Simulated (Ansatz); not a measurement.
This script for Ansatz 0.2.0, Python API starts 3 runs on In3Sb, space group Pm-3m. What input does the engine get in each?

`drho_in3sb.py`
```python
'''Density of In3Sb less that of its sublattices.'''

import argparse

import ansatz
import numpy as np

parser = argparse.ArgumentParser(description='Density of In3Sb less that of its sublattices.')
parser.add_argument('--xc', default='lda', help='exchange-correlation functional')
parser.add_argument('--occupations', default='Fermi-Dirac', help='how the bands are filled')
parser.add_argument('--tolerance', type=float, required=True, help='SCF control')
parser.add_argument('--cutoff', type=float, required=True, help='basis')
parser.add_argument('--mesh', type=int, nargs=3, default=[4, 4, 4], help='k-point sampling')
args = parser.parse_args()

VECTORS = np.array([
    [4.836962, 0.0, 0.0],
    [0.0, 4.836962, 0.0],
    [0.0, 0.0, 4.836962],
])
SITES = [
    ('In', (0.5, 0.5, 0.0)),
    ('In', (0.5, 0.0, 0.5)),
    ('In', (0.0, 0.5, 0.5)),
    ('Sb', (0.0, 0.0, 0.0)),
]


def crystal_on(cell):
    crystal = ansatz.Crystal(lattice=ansatz.Lattice.of(cell))
    for symbol, position in SITES:
        crystal = crystal.atom(symbol, position)
    return crystal


def main() -> None:
    # same cell, cutoff and mesh for the crystal and its parts
    def solve(crystal):
        return (
            crystal.calculation()
            .functional(args.xc)
            .occupations(args.occupations)
            .scf(tolerance=args.tolerance)
            .basis(args.cutoff, grid_basis='typed')
            .kpoints(*args.mesh)
            .density()
            .run(threads=1)
        )


    whole = solve(crystal_on(VECTORS))
    difference = whole.density().channels[0].density_e_per_ang3.copy()
    binding = whole.report['free_energy_ev']
    for element in ['In', 'Sb']:
        part = ansatz.Crystal(lattice=ansatz.Lattice.of(VECTORS))
        for symbol, position in SITES:
            if symbol == element:
                part = part.atom(symbol, position)
        alone = solve(part)
        difference -= alone.density().channels[0].density_e_per_ang3
        binding -= alone.report['free_energy_ev']
        print(f'{element} sublattice: {alone.report["n_electrons"]:g} electrons, {alone.report["n_iterations"]} iterations')

    voxel = abs(np.linalg.det(VECTORS)) / difference.size
    print(f'energy of the crystal less its unpolarised sublattices: {binding / len(SITES):.4f} eV/atom')
    print(f'net charge of the difference {difference.sum() * voxel:.5f} e, charge moved {0.5 * np.abs(difference).sum() * voxel:.3f} e')
    print(f'extremes {difference.min():.4f} and {difference.max():.4f} e/A^3')
    for (symbol, position) in SITES:
        index = tuple(int(round(p * n)) % n for p, n in zip(position, difference.shape))
        print(f'  change of the pseudo-density at the grid point nearest {symbol}: {difference[index]:+.4f} e/A^3')


if __name__ == '__main__':
    main()
```

Run 1:
```yaml
crystal:
  lattice:
    - [4.836962, 0.0, 0.0]
    - [0.0, 4.836962, 0.0]
    - [0.0, 0.0, 4.836962]
  atoms:
    - { symbol: In, position: [0.5, 0.5, 0.0] }
    - { symbol: In, position: [0.5, 0.0, 0.5] }
    - { symbol: In, position: [0.0, 0.5, 0.5] }
    - { symbol: Sb, position: [0.0, 0.0, 0.0] }
basis:
  ecutwfc: 460.0
  fft_grid_basis: typed
kpoints:
  mp_grid:
    grid: [4, 4, 4]
hamiltonian:
  xc: lda
scf:
  convergence:
    dr2_threshold: 1.0e-07
  occupations:
    method: fermi_dirac
output:
  write_density: true
```

Run 2, against run 1:
```diff
-    - { symbol: Sb, position: [0.0, 0.0, 0.0] }
```

Run 3, against run 1:
```diff
-    - { symbol: In, position: [0.5, 0.5, 0.0] }
-    - { symbol: In, position: [0.5, 0.0, 0.5] }
-    - { symbol: In, position: [0.0, 0.5, 0.5] }
```

```console
$ python drho_in3sb.py --tolerance 1e-07 --cutoff 460.0
In sublattice: 39 electrons, 6 iterations
Sb sublattice: 15 electrons, 6 iterations
energy of the crystal less its unpolarised sublattices: -1.1139 eV/atom
net charge of the difference 0.00000 e, charge moved 0.332 e
extremes -0.0138 and 0.0275 e/A^3
  change of the pseudo-density at the grid point nearest In: -0.0054 e/A^3
  change of the pseudo-density at the grid point nearest In: -0.0054 e/A^3
  change of the pseudo-density at the grid point nearest In: -0.0054 e/A^3
  change of the pseudo-density at the grid point nearest Sb: +0.0275 e/A^3
```

Reading the output:
- The mesh is modest for a metal, so energies can be off by several to tens of meV an atom and pressures by half a GPa or more; differences at equal mesh fare better.
- Densities and potentials on the grid are those of the valence electrons, and inside the cores they hang on the potentials used.
- This cell is a computed structure, which may not be the phase found in nature.
- Charge moved counts every rearrangement, bonding and polarisation too, and is no transfer between atoms; the bare sublattices are artificial references. Values near the nuclei depend on the potentials.
- Timing: 5.3 s on 1 thread of Arm Neoverse V1, on a shared host, peak memory 0.42 GiB.

(A comment or docstring line of the script was reworded after the run, the code is as it ran; lines on the test bed's own set-up are left out of the output.)
